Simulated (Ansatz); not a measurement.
# CH₃F₃GeSe: up Jacob's ladder to CCSD(T)

The task here is to estimate one member of a computed series from the others.

Method: functionals in def2-TZVPP, the program's frozen cores in correlated methods; program: Ansatz 0.2.0, Gaussian basis.

Plan: LDA (SPW92), PBE-D4, revPBE-D4, BLYP-D4, r2SCAN-D4, B97M-V, PBE0-D4, B3LYP-D4, r2SCANh-D4, r2SCAN0-D4, HSE06-D4, BHLYP-D4, CAM-B3LYP-D4, LC-ωPBE, ωB97X-V, ωB97M-V, B2PLYP, PBE-QIDH; CCSD(T)/def2-SVP; MP2/def2-TZVPP; MP2/def2-QZVPP; RPA on PBE.

**Structure used throughout**

The geometry comes from an earlier relaxation with PBE0-D4 in a triple-zeta def2 set; it is a stationary point, not always the lowest conformer.

SMILES `C[Se][Ge]([F])([F])[F]`, 9 atoms, charge 0, spin multiplicity 1.

Atoms are counted from 1 here; the program's logs count them from 0.

Bond lengths: C1–Se2 1.963 Å, C1–H7 1.087 Å, C1–H8 1.087 Å, C1–H9 1.089 Å, Se2–Ge3 2.293 Å, Ge3–F4 1.715 Å, Ge3–F5 1.709 Å, Ge3–F6 1.715 Å. Angles: Se2–C1–H7 110.3°, Se2–C1–H8 110.3°, Se2–C1–H9 104.9°, H7–C1–H8 111.5°, H7–C1–H9 109.9°, H8–C1–H9 109.8°, C1–Se2–Ge3 94.9°, Se2–Ge3–F4 113.8°, Se2–Ge3–F5 111.8°, Se2–Ge3–F6 113.8°, F4–Ge3–F5 106.6°, F4–Ge3–F6 103.4°, F5–Ge3–F6 106.7°.

Set-up of the first run:

in.yaml reads:

```yaml
crystal:
  periodic: [false, false, false]
  atoms:
    - {symbol: C, position_ang: [-0.186734, -1.293105, 0.986461]}
    - {symbol: Se, position_ang: [1.377683, -0.654947, -0.013225]}
    - {symbol: Ge, position_ang: [0.300897, 1.150537, -0.928216]}
    - {symbol: F, position_ang: [-1.067433, 0.733742, -1.873808]}
    - {symbol: F, position_ang: [1.335472, 2.061096, -1.939213]}
    - {symbol: F, position_ang: [-0.334724, 2.238881, 0.234419]}
    - {symbol: H, position_ang: [-0.500364, -0.546690, 1.711621]}
    - {symbol: H, position_ang: [-0.992544, -1.547451, 0.302855]}
    - {symbol: H, position_ang: [0.156248, -2.188265, 1.502105]}
basis:
  gaussian: {orbitals: def2-TZVPP}
hamiltonian: {xc: lda}
output: {orbitals: {seedname: orbitals}}
```

Run with:

```bash
ansatz run in.yaml --threads 4 --pin off --events-out ev --progress --plain --max-ram 11315MiB
```

Among the steps run: LDA; PBE-D4 (GGA); revPBE-D4 (GGA); BLYP-D4 (GGA); r2SCAN-D4 (meta-GGA); B97M-V (meta-GGA); PBE0-D4 (hybrid); B3LYP-D4 (hybrid); r2SCANh-D4 (hybrid); r2SCAN0-D4 (hybrid); HSE06-D4 (hybrid); BHLYP-D4 (hybrid); CAM-B3LYP-D4 (range-separated); LC-ωPBE (range-separated); ωB97X-V (range-separated); ωB97M-V (range-separated); B2PLYP (double hybrid); PBE-QIDH (double hybrid).

One table of the session follows, with a row left open; its other results are not shown here.

It belongs to the step «Frontier levels by functional». 

| functional | HOMO (eV) | LUMO (eV) | gap (eV) |
| --- | --- | --- | --- |
| LDA (SPW92) | -6.70 | -2.78 | 3.92 |
| PBE-D4 | -6.52 | -2.42 | 4.10 |
| revPBE-D4 | -6.46 | -2.28 | 4.18 |
| BLYP-D4 | -6.37 | -2.38 | 3.99 |
| r2SCAN-D4 | -6.82 | -2.16 | 4.66 |
| B97M-V | ? | ? | ? |
| PBE0-D4 | -7.75 | -1.46 | 6.29 |
| B3LYP-D4 | -7.52 | -1.79 | 5.73 |
| r2SCANh-D4 | -7.27 | -1.82 | 5.45 |
| r2SCAN0-D4 | -7.94 | -1.31 | 6.63 |
| HSE06-D4 | -7.35 | -1.83 | 5.52 |
| BHLYP-D4 | -8.82 | -0.50 | 8.33 |
| CAM-B3LYP-D4 | -9.07 | -0.47 | 8.60 |
| LC-ωPBE | -10.43 | 0.82 | 11.25 |
| ωB97X-V | -10.07 | 0.71 | 10.78 |
| ωB97M-V | -9.94 | 0.52 | 10.46 |

**Question.** Estimate the row for B97M-V.

**Answer.** HOMO (eV): -6.89; LUMO (eV): -2.09; gap (eV): 4.80. In the column «HOMO (eV)» it lies between r2SCANh-D4 (-7.27) and r2SCAN-D4 (-6.82).
